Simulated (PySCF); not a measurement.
**RuF₃: doublet, from a trigonal planar start**

The task is one start of a wider search on RuF₃: the doublet, from a trigonal planar start. It is relaxed, tested by its Hessian and followed downhill if it is a saddle.

The runs use PySCF 2.14.0; B3LYP, basis Ru def2-SVP with ECP28, F def2-SVP, scalar-relativistic core potentials, no spin–orbit coupling, density fitting.

## Step 1: Where the work starts

4 atoms, charge 0, spin multiplicity 2.

Bond lengths: Ru1–F2 1.890 Å, Ru1–F3 1.890 Å, Ru1–F4 1.890 Å. Angles: F2–Ru1–F3 120.0°, F2–Ru1–F4 120.0°, F3–Ru1–F4 120.0°.

```xyz
4
charge 0 multiplicity 2
Ru    0.0000    0.0000    0.0000
F     1.8900    0.0000    0.0000
F    -0.9450    1.6368    0.0000
F    -0.9450   -1.6368    0.0000
```

## Step 2: Relaxing the doublet from the trigonal planar start

The steps below are one call of a driver around PySCF. For each, scf.py gives the equivalent set-up of the SCF; relaxations use the driver's own optimiser. Before each start the driver seeks the lowest SCF state from one or more starting densities and follows internal instabilities, so scf.py alone need not reach the same state.

The program finds D3h symmetry in the start, which this walk keeps. Threshold on the gradient: 0.0003 Eh/bohr, with a further test on the energy change.

scf.py reads:

```python
from pyscf import gto, scf, dft
mol = gto.M(atom='''
Ru     0.000000     0.000000     0.000000
F      1.890007    -0.000006    -0.000000
F     -0.944998     1.636797     0.000000
F     -0.945009    -1.636791    -0.000000''',
    basis={'Ru': 'def2-SVP', 'F': 'def2-SVP'},
    ecp={'Ru': 'def2-SVP'},
    charge=0, spin=1)
mf = dft.UKS(mol, xc='B3LYP')
mf.grids.atom_grid = (50, 194)
aux = {'Ru': 'def2-universal-JKFIT', 'F': 'def2-universal-JKFIT'}
mf = mf.density_fit(auxbasis=aux)
mf.kernel()
```

Steps of the walk:

| step | energy (Eh) | change (kJ/mol) | largest symmetric gradient (Eh/bohr) |
| --- | --- | --- | --- |
| 0 | -394.189423 | 0.00 | 0.02670 |
| 1 | -394.194241 | -12.65 | 0.00162 |
| 2 | -394.194259 | -12.70 | 0.00026 |
| 3 | -394.194259 | -12.70 | 0.00005 |

The walk needed 4.1 s of wall time on 4 threads, shared host.

Positions (Å) and forces (eV/Å) along the way, with the part that breaks the symmetry left in:

```
step 0
Ru   0.000   0.000   0.000  -0.032   0.000  -0.023
F    1.890   0.000   0.000  -1.367   0.000   0.007
F   -0.945   1.637   0.000   0.699  -1.185   0.008
F   -0.945  -1.637   0.000   0.699   1.185   0.008
step 1
Ru   0.000   0.000   0.000  -0.022   0.000  -0.006
F    1.833   0.000   0.000  -0.079   0.000   0.002
F   -0.916   1.587   0.000   0.050  -0.070   0.002
F   -0.916  -1.587   0.000   0.050   0.070   0.002
step 2
Ru   0.000   0.000   0.000  -0.022   0.000  -0.004
F    1.829   0.000   0.000   0.019   0.000   0.001
F   -0.915   1.584   0.000   0.002   0.014   0.002
F   -0.915  -1.584   0.000   0.002  -0.014   0.002
step 3
Ru   0.000   0.000   0.000  -0.022   0.000  -0.005
F    1.830   0.000   0.000   0.002   0.000   0.001
F   -0.915   1.585   0.000   0.010   0.000   0.002
F   -0.915  -1.585   0.000   0.010   0.000   0.002
```

After 3 steps and 12.7 kJ/mol it ends at D3h: Ru–F 1.830 Å (×3); F–Ru–F 120.0° (×3).

## Step 3: Hessian and properties

The point is checked on the finer grid, and tightened if its gradient asks for it. The Hessian and the dipole derivatives come from central differences of analytic gradients, with steps of 0.01 bohr.

Changes to scf.py since step 2:

```diff
@@ -3,4 +3,4 @@
-Ru     0.000000     0.000000     0.000000
-F      1.890007    -0.000006    -0.000000
-F     -0.944998     1.636797     0.000000
-F     -0.945009    -1.636791    -0.000000''',
+Ru    -0.000000     0.000000     0.000000
+F      1.830093    -0.000006     0.000000
+F     -0.915042     1.584910     0.000000
+F     -0.915052    -1.584905    -0.000000''',
@@ -11 +11 @@
-mf.grids.atom_grid = (50, 194)
+mf.grids.atom_grid = (75, 302)
```

The driver hands on the density of the step before, so the log starts near convergence.

SCF at the final geometry:

```text
init E= -394.194140839834
[... the frontier-level lines of each cycle are left out ...]
cycle= 1 E= -394.194140839729  delta_E= 1.05e-10  |g|= 1.95e-05  |ddm|= 2.19e-05
cycle= 2 E= -394.194140838847  delta_E= 8.82e-10  |g|= 5.18e-05  |ddm|= 4.8e-05
cycle= 3 E= -394.194140839904  delta_E= -1.06e-09  |g|= 1.37e-06  |ddm|= 3.37e-05
cycle= 4 E= -394.194140839933  delta_E= -2.82e-11  |g|= 1.46e-06  |ddm|= 1.78e-05
Extra cycle  E= -394.194140839949  delta_E= -1.61e-11  |g|= 2.17e-06  |ddm|= 1.12e-05
converged SCF energy = -394.194140839949  <S^2> = 0.79443399  2S+1 = 2.0439511
```

The whole step took 16 s.

Geometry: D3h; Ru–F 1.830 Å (×3); F–Ru–F 120.0° (×3).

Modes, for the most abundant isotopes:

| ω (cm⁻¹) | IR (km/mol) | μ (u) |
| --- | --- | --- |
| 102 | 18.5 | 26.83 |
| 131 | 8.3 | 21.30 |
| 131 | 8.3 | 21.30 |
| 613 | 0.1 | 19.00 |
| 700 | 135 | 23.27 |
| 700 | 135 | 23.27 |

Every mode is real; the point is a minimum.

The SCF density has lower symmetry than the nuclear frame, so the modes carry no labels; pairs that should be degenerate can split.

Constants and moments:

* Dipole moment: 0.01 D
* Highest occupied level: -7.49 eV
* Lowest empty level: -4.41 eV
* Rotational constants: 0.1766, 0.1766, 0.08831 cm⁻¹
* Zero-point energy: 14.2 kJ/mol
* Principal polarisabilities: 20.4, 31.5, 31.5 bohr³
* Atomisation energy without zero-point energy: 1202 kJ/mol
* Principal traceless quadrupole moments about the centre of mass: -2.89, -2.89, 5.79 D Å
* Entropy at 298.15 K and 1 bar (electronic part: spin only): 314.3 J/(mol K)
* Heat capacity Cp at 298.15 K: 68.6 J/(mol K)
* Enthalpy at 298.15 K above 0 K: 16.38 kJ/mol
* Rotational symmetry number: 6
* Spin squared ⟨S²⟩: 0.794

Charges (e) and bond orders:

```tsv
atom	Mulliken	Löwdin	polar tensor	spin (Mulliken)	Mayer order to Ru1
Ru1	0.99	0.37	1.69	1.03	–
F2,3,4	-0.33	-0.12	-0.56	-0.01	1.02
```

Outer orbital energies (eV). α occupied: -12.66, -12.01, -12.01, -11.92, -11.65, -8.39, -7.79, -7.79; empty: -4.25, -4.25, -0.74, -0.03. β occupied: -12.59, -12.59, -12.04, -12.04, -11.92, -11.69, -7.49, -7.49; empty: -4.41, -3.91, -3.91, -0.44.

Mulliken populations on Ru1 (outside its core potential): s 2.32, p 6.32, d 6.35, f 0.02.

## Step 4: Outcome

| quantity | value |
| --- | --- |
| minimum | doublet, D3h |
| geometry | Ru–F 1.830 Å (×3); F–Ru–F 120.0° (×3) |
| wavenumbers (cm⁻¹) | 102, 131, 131, 613, 700, 700 |
| dipole moment | 0.01 D |
| highest occupied, lowest empty level (either spin) | -7.49, -4.41 eV |
| polar-tensor charge of Ru1 | +1.69 e |
| zero-point energy | 14.2 kJ/mol |
| entropy at 298.15 K | 314.3 J/(mol K) |
| atomisation energy (no zero-point energy) | 1202 kJ/mol |
| ⟨S²⟩ | 0.794 |

In words: The molecule stays D3h, as typed, and the end point is a minimum. In the infrared the band at 700 cm⁻¹ (stretch) leads. The dipole vanishes although Ru1 carries +1.7 e by the polar tensor: the bond dipoles cancel. Most of the spin sits on Ru1 (Mulliken spin 1.03, against 1 for the whole molecule). Only this shape and spin were tried, so other structures or states may lie lower. The SCF density has lower symmetry than the nuclear frame. One determinant may miss the lowest occupation of an open d or f shell.

The search up to here took 30 s.
